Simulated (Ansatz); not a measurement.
**C₂H₈BBrGaN: ionisation energy by level of theory**

How much energy removes an electron from C₂H₈BBrGaN at fixed geometry? The cation is run at each level and the neutral's energy taken from earlier runs.

Program: Ansatz 0.2.0, Gaussian basis. Level of theory: unrestricted cation, the program's frozen cores in correlated methods. These are calculated values, not measurements.

Plan: UKS PBE-D4/def2-TZVPP; UKS r2SCAN-D4/def2-TZVPP; UKS PBE0-D4/def2-TZVPP; UKS B3LYP-D4/def2-TZVPP; UKS wB97X-V/def2-TZVPP; UKS wB97M-V/def2-TZVPP; UKS B2PLYP/def2-TZVPP; UHF-CCSD(T)/def2-TZVPP; UHF-MP2/def2-QZVPP; extrapolation to the limit; then −ε(HOMO) from the neutral's earlier runs with LDA (SPW92), PBE-D4, revPBE-D4, BLYP-D4, r2SCAN-D4, B97M-V, PBE0-D4, B3LYP-D4, r2SCANh-D4, r2SCAN0-D4, HSE06-D4, BHLYP-D4, CAM-B3LYP-D4, LC-ωPBE, ωB97X-V, ωB97M-V.

## Step 1: The relaxed structure

All runs share one geometry, relaxed beforehand with PBE0-D4 in a triple-zeta def2 set.

14 atoms, charge 0, spin multiplicity 1.

Atoms are counted from 1 here; the program's logs count them from 0.

Bond lengths: C1–N2 1.440 Å, C1–H7 1.100 Å, C1–H8 1.100 Å, C1–H9 1.091 Å, N2–C3 1.440 Å, N2–Ga4 1.829 Å, C3–H10 1.091 Å, C3–H11 1.100 Å, C3–H12 1.100 Å, Ga4–B5 2.092 Å, Ga4–H13 1.567 Å, B5–Br6 1.906 Å, B5–H14 1.194 Å. Angles: N2–C1–H7 111.5°, N2–C1–H8 111.5°, N2–C1–H9 110.7°, H7–C1–H8 107.0°, H7–C1–H9 108.0°, H8–C1–H9 108.0°, C1–N2–C3 112.6°, C1–N2–Ga4 123.2°, C3–N2–Ga4 124.2°, N2–C3–H10 110.9°, N2–C3–H11 111.5°, N2–C3–H12 111.5°, H10–C3–H11 107.9°, H10–C3–H12 107.9°, H11–C3–H12 106.9°, N2–Ga4–B5 117.4°, N2–Ga4–H13 113.5°, B5–Ga4–H13 129.1° and more.

## Step 2: Cation, UKS PBE-D4/def2-TZVPP

in.yaml

```yaml
crystal:
  periodic: [false, false, false]
  atoms:
    - {symbol: C, position_ang: [0.469235, -0.811348, 1.773739]}
    - {symbol: N, position_ang: [0.196038, -0.321550, 0.447458]}
    - {symbol: C, position_ang: [0.798181, -1.134711, -0.576853]}
    - {symbol: Ga, position_ang: [-0.807248, 1.172050, 0.117049]}
    - {symbol: B, position_ang: [-1.083934, 1.724641, -1.881434]}
    - {symbol: Br, position_ang: [-2.108292, 3.278313, -2.291967]}
    - {symbol: H, position_ang: [1.549665, -0.838144, 1.978217]}
    - {symbol: H, position_ang: [0.091256, -1.835217, 1.910476]}
    - {symbol: H, position_ang: [-0.001325, -0.174079, 2.524528]}
    - {symbol: H, position_ang: [0.574991, -0.739611, -1.569416]}
    - {symbol: H, position_ang: [0.432382, -2.171144, -0.534963]}
    - {symbol: H, position_ang: [1.891774, -1.176327, -0.467082]}
    - {symbol: H, position_ang: [-1.343407, 1.864655, 1.416177]}
    - {symbol: H, position_ang: [-0.659328, 1.162452, -2.845919]}
basis:
  gaussian: {orbitals: def2-TZVPP}
total_charge: 1
magnetization: {spin_polarized: true, initial_magnetization: 1}
hamiltonian: {xc: pbe, dispersion: d4}
```

Run with:

```
$ ansatz run in.yaml --threads 2 --pin off --events-out ev --progress --plain --max-ram 32768MiB --backend cuda --devices 0, --max-vram 18GiB
```

After this run come: Cation, UKS r2SCAN-D4/def2-TZVPP; Cation, UKS PBE0-D4/def2-TZVPP; Cation, UKS B3LYP-D4/def2-TZVPP; Cation, UKS wB97X-V/def2-TZVPP; Cation, UKS wB97M-V/def2-TZVPP; Cation, UKS B2PLYP (frozen core)/def2-TZVPP; Cation, UHF-CCSD(T)/def2-TZVPP; Cation, UHF-MP2/def2-QZVPP.

Before running them: what should the planned runs give, taken together? Wanted: ionisation energy, CCSD(T)/CBS; nearest functional by difference; nearest −ε(HOMO); −ε(HOMO) of PBE; T1 of the cation.

**Answer**, as computed:

```
                        quantity                value
  ionisation energy, CCSD(T)/CBS              8.39 eV
nearest functional by difference  B3LYP-D4 (-0.18 eV)
                nearest −ε(HOMO)   ωB97M-V (+0.25 eV)
                 −ε(HOMO) of PBE              5.37 eV
                T1 of the cation                0.016
```

In words: By cation minus neutral, the functionals miss by 0.35 eV at most. The PBE orbital energy is 3.0 eV too small: a semilocal HOMO is no ionisation energy. Among orbital estimates ωB97M-V comes nearest. Hartree-Fock falls 1.55 eV short, as the neutral has more correlation energy than the cation. The cation may have settled in a state other than its lowest; no search over hole states beyond the program's own was made. Correlated methods include outer-core shells of Br, Ga, which these sets cover unevenly. With outer-core shells in play the reference is unsure by up to some tenths of an eV, so close misses can't be ranked.
